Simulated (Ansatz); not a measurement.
# ScAl7N8: lattice vibrations and screening

Aim: for ScAl7N8, find the equilibrium cell, relax to small forces and stress and compute the phonons at Γ and, if it has a gap, its response to an electric field.

Program: Ansatz 0.2.0. Level of theory: DFT PBEsol, scalar-relativistic, plane waves, PAW. These are calculated values, not measurements.

**1. The structure to begin with**

The structure is trigonal, space group P3m1 (No. 156). The conventional cell has a = 6.350 Å, b = 6.350 Å, c = 5.080 Å, α = 90.00°, β = 90.00°, γ = 120.00°. Sc (site symmetry 3m) has 4 N at 1.93 Å as nearest neighbours. Around Al (site symmetry m) lie 4 N at 1.93 Å. Al (site symmetry 3m) has 4 N at 1.93 Å as nearest neighbours. N (site symmetry 3m) has 1 Sc at 1.93 Å and 3 Al at 1.93 Å as nearest neighbours. N (site symmetry m) is surrounded by 4 Al at 1.93 Å. N (site symmetry m) has 3 Al at 1.93 Å and 1 Sc at 1.93 Å as nearest neighbours. N (site symmetry 3m) has 4 Al at 1.93 Å as nearest neighbours.

Coordinates:

```
Sc Al N
1.0
     0.00000    0.00000   -5.07996
     3.17485    5.49900    0.00000
     3.17485   -5.49900    0.00000
Sc Al N
1 7 8
Direct
  0.00000 0.16667 0.33333
  0.00000 0.16667 0.83333
  0.00000 0.66667 0.33333
  0.00000 0.66667 0.83333
  0.50000 0.33333 0.66667
  0.50000 0.33333 0.16667
  0.50000 0.83333 0.66667
  0.50000 0.83333 0.16667
  0.62000 0.16667 0.33333
  0.62000 0.16667 0.83333
  0.62000 0.66667 0.33333
  0.62000 0.66667 0.83333
  0.12000 0.33333 0.66667
  0.12000 0.33333 0.16667
  0.12000 0.83333 0.66667
  0.12000 0.83333 0.16667
```

(A quick probe on a coarse mesh, which set the mesh and smearing, is not shown.)

**3. Rough relaxation on the coarse mesh**

Input file input.yaml:

```yaml
crystal:
  lattice:
    - [0.0, 0.0, -5.07996192]
    - [3.17484872, 5.49899928, 0.0]
    - [3.17484872, -5.49899928, 0.0]
  atoms:
    - { symbol: Sc, position: [0.0, 0.16666667, 0.33333333] }
    - { symbol: Al, position: [0.0, 0.16666667, 0.83333333] }
    - { symbol: Al, position: [0.0, 0.66666667, 0.33333333] }
    - { symbol: Al, position: [0.0, 0.66666667, 0.83333333] }
    - { symbol: Al, position: [0.5, 0.33333333, 0.66666667] }
    - { symbol: Al, position: [0.5, 0.33333333, 0.16666667] }
    - { symbol: Al, position: [0.5, 0.83333333, 0.66666667] }
    - { symbol: Al, position: [0.5, 0.83333333, 0.16666667] }
    - { symbol: "N", position: [0.62, 0.16666667, 0.33333333] }
    - { symbol: "N", position: [0.62, 0.16666667, 0.83333333] }
    - { symbol: "N", position: [0.62, 0.66666667, 0.33333333] }
    - { symbol: "N", position: [0.62, 0.66666667, 0.83333333] }
    - { symbol: "N", position: [0.12, 0.33333333, 0.66666667] }
    - { symbol: "N", position: [0.12, 0.33333333, 0.16666667] }
    - { symbol: "N", position: [0.12, 0.83333333, 0.66666667] }
    - { symbol: "N", position: [0.12, 0.83333333, 0.16666667] }
basis:
  ecutwfc: 420
kpoints:
  mp_grid: { grid: [4, 6, 6] }
hamiltonian:
  xc: pbesol
scf:
  occupations: { method: gaussian, width: 0.1 }
output:
  forces: true
  stress: true
  eigenvalues: true
relax:
  adjacent_minimum: "off"
  f_tol: 0.05
  max_steps: 80
  cell: { stress_tol: 0.5 }
```

Command:

```
ansatz run input.yaml --threads 4 --pin off --max-ram 10240MiB --backend cpu --events-out ev --progress --plain --runs-dir out
```

Further runs follow: full relaxation; tight relaxation for the response runs; zone-centre modes.

Before running it: what results should come out? Wanted: relaxed cell; volume; formation energy; optical modes at Γ.

**Answer**, as computed:

| quantity | value |
| --- | --- |
| relaxed cell | a = 6.336 Å, b = 6.336 Å, c = 5.007 Å, α = 90.00°, β = 90.00°, γ = 120.00° |
| space group (0.01 Å) | P3m1 (No. 156) |
| volume | 10.88 Å³/atom |
| formation energy (elements from runs with the same settings, not shown) | -1.47 eV/atom |
| optical modes at Γ (without the LO field) | 190 to 744 cm⁻¹ |

**Reading.** The cell shrank by 1.8 % in volume on relaxing. All optical modes at Γ are real, so no distortion that keeps the cell lowers the energy to second order; that says nothing of other wave vectors. These are transverse frequencies: in a polar insulator the field of longitudinal modes, left out here, lifts some of them.
